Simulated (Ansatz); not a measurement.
**C3HF5: up Jacob's ladder to CCSD(T)**

One table from this session's results is given with a row withheld; the runs are named, their logs left out.

The runs use Ansatz 0.2.0, Gaussian basis; functionals in def2-TZVPP, the program's frozen cores in correlated methods.

The runs, in order: LDA (SPW92), PBE-D4, revPBE-D4, BLYP-D4, r2SCAN-D4, B97M-V, PBE0-D4, B3LYP-D4, r2SCANh-D4, r2SCAN0-D4, HSE06-D4, BHLYP-D4, CAM-B3LYP-D4, LC-ωPBE, ωB97X-V, ωB97M-V, B2PLYP, PBE-QIDH; CCSD(T)/def2-SVP; CCSD(T)/def2-TZVPP; MP2/def2-QZVPP; extrapolation to the limit; RPA on PBE.

## The geometry

An earlier PBE0-D4 in a triple-zeta def2 set relaxation fixed the geometry.

SMILES `FC(F)=CC(F)(F)F`, 9 atoms, charge 0, spin multiplicity 1.

Atoms are counted from 1 here; the program's logs count them from 0.

Bond lengths: F1–C2 1.301 Å, C2–F3 1.308 Å, C2–C4 1.320 Å, C4–C5 1.485 Å, C4–H9 1.080 Å, C5–F6 1.342 Å, C5–F7 1.332 Å, C5–F8 1.342 Å. Angles: F1–C2–F3 110.2°, F1–C2–C4 127.1°, F3–C2–C4 122.7°, C2–C4–C5 125.8°, C2–C4–H9 117.9°, C5–C4–H9 116.4°, C4–C5–F6 110.7°, C4–C5–F7 113.7°, C4–C5–F8 110.6°, F6–C5–F7 107.5°, F6–C5–F8 106.5°, F7–C5–F8 107.5°.

Set-up of the first run:

Contents of in.yaml:

```yaml
crystal:
  periodic: [false, false, false]
  atoms:
    - {symbol: F, position_ang: [0.334175, -2.056543, -0.318700]}
    - {symbol: C, position_ang: [0.600981, -1.120051, 0.543625]}
    - {symbol: F, position_ang: [1.296181, -1.607262, 1.538394]}
    - {symbol: C, position_ang: [0.247084, 0.150059, 0.474492]}
    - {symbol: C, position_ang: [-0.539633, 0.773612, -0.619695]}
    - {symbol: F, position_ang: [-1.675658, 1.306055, -0.143267]}
    - {symbol: F, position_ang: [-0.871741, -0.075778, -1.590608]}
    - {symbol: F, position_ang: [0.147005, 1.780556, -1.181256]}
    - {symbol: H, position_ang: [0.550106, 0.803050, 1.279915]}
basis:
  gaussian: {orbitals: def2-TZVPP}
hamiltonian: {xc: lda}
output: {orbitals: {seedname: orbitals}}
```

Started as:

```
ansatz run in.yaml --threads 4 --pin off --events-out ev --progress --plain --max-ram 11315MiB
```

Among the steps run: LDA; PBE-D4 (GGA); revPBE-D4 (GGA); BLYP-D4 (GGA); r2SCAN-D4 (meta-GGA); B97M-V (meta-GGA); B3LYP-D4 (hybrid); r2SCANh-D4 (hybrid); r2SCAN0-D4 (hybrid); HSE06-D4 (hybrid); BHLYP-D4 (hybrid); CAM-B3LYP-D4 (range-separated); LC-ωPBE (range-separated); ωB97X-V (range-separated); ωB97M-V (range-separated); B2PLYP (double hybrid); PBE-QIDH (double hybrid).

One table of the session follows, with a row left open; its other results are not shown here.

It belongs to the step «Frontier levels by functional». 

| functional | HOMO (eV) | gap (eV) |
| --- | --- | --- |
| LDA (SPW92) | -7.42 | 5.65 |
| PBE-D4 | -7.17 | 5.73 |
| revPBE-D4 | ? | ? |
| BLYP-D4 | -7.06 | 5.71 |
| r2SCAN-D4 | -7.47 | 6.24 |
| B97M-V | -7.52 | 6.43 |
| PBE0-D4 | -8.57 | 8.15 |
| B3LYP-D4 | -8.36 | 7.64 |
| r2SCANh-D4 | -7.99 | 7.14 |
| r2SCAN0-D4 | -8.77 | 8.48 |
| HSE06-D4 | -8.17 | 7.36 |
| BHLYP-D4 | -9.86 | 10.56 |
| CAM-B3LYP-D4 | -10.01 | 10.72 |
| LC-ωPBE | -11.35 | 13.31 |
| ωB97X-V | -10.95 | 12.89 |
| ωB97M-V | -10.85 | 12.71 |

Estimate the missing values for revPBE-D4.

As computed: HOMO (eV): -7.07; gap (eV): 5.76. In the column «HOMO (eV)» it lies between PBE-D4 (-7.17) and BLYP-D4 (-7.06).
